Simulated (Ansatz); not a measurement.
**C2H6BClO: a ladder of functionals and wavefunction methods**

One table from this session's results is given with a row withheld; the runs are named, their logs left out.

Method: functionals in def2-TZVPP, the program's frozen cores in correlated methods; program: Ansatz 0.2.0, Gaussian basis.

The runs, in order: LDA (SPW92), PBE-D4, revPBE-D4, BLYP-D4, r2SCAN-D4, B97M-V, PBE0-D4, B3LYP-D4, r2SCANh-D4, r2SCAN0-D4, HSE06-D4, BHLYP-D4, CAM-B3LYP-D4, LC-ωPBE, ωB97X-V, ωB97M-V, B2PLYP, PBE-QIDH; CCSD(T)/def2-SVP; CCSD(T)/def2-TZVPP; MP2/def2-QZVPP; extrapolation to the limit; RPA on PBE.

## The geometry

All runs share one geometry, relaxed beforehand with PBE0-D4 in a triple-zeta def2 set.

11 atoms, charge 0, spin multiplicity 1.

Atoms are counted from 1 here; the program's logs count them from 0.

Bond lengths: C1–O2 1.411 Å, C1–H6 1.091 Å, C1–H7 1.092 Å, C1–H8 1.091 Å, O2–B3 1.341 Å, B3–C4 1.564 Å, B3–Cl5 1.779 Å, C4–H9 1.091 Å, C4–H10 1.092 Å, C4–H11 1.095 Å. Angles: O2–C1–H6 108.3°, O2–C1–H7 108.9°, O2–C1–H8 112.5°, H6–C1–H7 108.8°, H6–C1–H8 109.2°, H7–C1–H8 109.1°, C1–O2–B3 125.5°, O2–B3–C4 127.7°, O2–B3–Cl5 114.2°, C4–B3–Cl5 118.0°, B3–C4–H9 115.1°, B3–C4–H10 110.3°, B3–C4–H11 108.9°, H9–C4–H10 108.6°, H9–C4–H11 107.7°, H10–C4–H11 106.0°.

The first run:

The input, in.yaml:

```yaml
crystal:
  periodic: [false, false, false]
  atoms:
    - {symbol: C, position_ang: [-1.359285, 0.599033, 0.812204]}
    - {symbol: O, position_ang: [-0.496619, 1.102046, -0.184103]}
    - {symbol: B, position_ang: [0.556645, 0.452570, -0.701531]}
    - {symbol: C, position_ang: [1.075244, -0.976383, -0.333587]}
    - {symbol: Cl, position_ang: [1.418061, 1.353740, -1.970240]}
    - {symbol: H, position_ang: [-1.441655, 1.345372, 1.603753]}
    - {symbol: H, position_ang: [-2.347498, 0.438992, 0.376430]}
    - {symbol: H, position_ang: [-1.001008, -0.339174, 1.239717]}
    - {symbol: H, position_ang: [0.644210, -1.405278, 0.572040]}
    - {symbol: H, position_ang: [2.162638, -0.969916, -0.231800]}
    - {symbol: H, position_ang: [0.854465, -1.658003, -1.162181]}
basis:
  gaussian: {orbitals: def2-TZVPP}
hamiltonian: {xc: lda}
output: {orbitals: {seedname: orbitals}}
```

Among the steps run: LDA; PBE-D4 (GGA); revPBE-D4 (GGA); BLYP-D4 (GGA); r2SCAN-D4 (meta-GGA); B97M-V (meta-GGA); PBE0-D4 (hybrid); B3LYP-D4 (hybrid); r2SCANh-D4 (hybrid); r2SCAN0-D4 (hybrid); HSE06-D4 (hybrid); BHLYP-D4 (hybrid); CAM-B3LYP-D4 (range-separated); LC-ωPBE-D4 (range-separated; the results give it without D4); ωB97X-V (range-separated); ωB97M-V (range-separated); B2PLYP (double hybrid); PBE-QIDH (double hybrid).

One of the session's tables, all rows but one given; the rest of the session is left out.

It belongs to the step «Orbital energies across the functionals». 

```
  functional  HOMO (eV)  gap (eV)
 LDA (SPW92)      -7.24      6.22
      PBE-D4      -7.10      6.34
   revPBE-D4      -7.05      6.39
     BLYP-D4      -6.95      6.34
   r2SCAN-D4      -7.44      7.05
      B97M-V      -7.56      7.24
     PBE0-D4      -8.53      8.78
    B3LYP-D4          ?         ?
  r2SCANh-D4      -7.97      7.92
  r2SCAN0-D4      -8.75      9.23
    HSE06-D4      -8.13      7.99
    BHLYP-D4      -9.83     11.15
CAM-B3LYP-D4      -9.93     11.32
     LC-ωPBE     -11.36     13.96
     ωB97X-V     -10.99     13.48
     ωB97M-V     -10.83     12.91
```

Q: Estimate the row for B3LYP-D4 from the others.

Worked estimate for «HOMO (eV)». Against the share of exact exchange, BLYP-D4 (0, -6.95), BHLYP-D4 (0.5, -9.83) give a slope of -5.76 per unit share; at 0.2 the line stands at -8.10.

The run gave: HOMO (eV): -8.26; gap (eV): 8.28. In «HOMO (eV)» the line misses by +0.16.
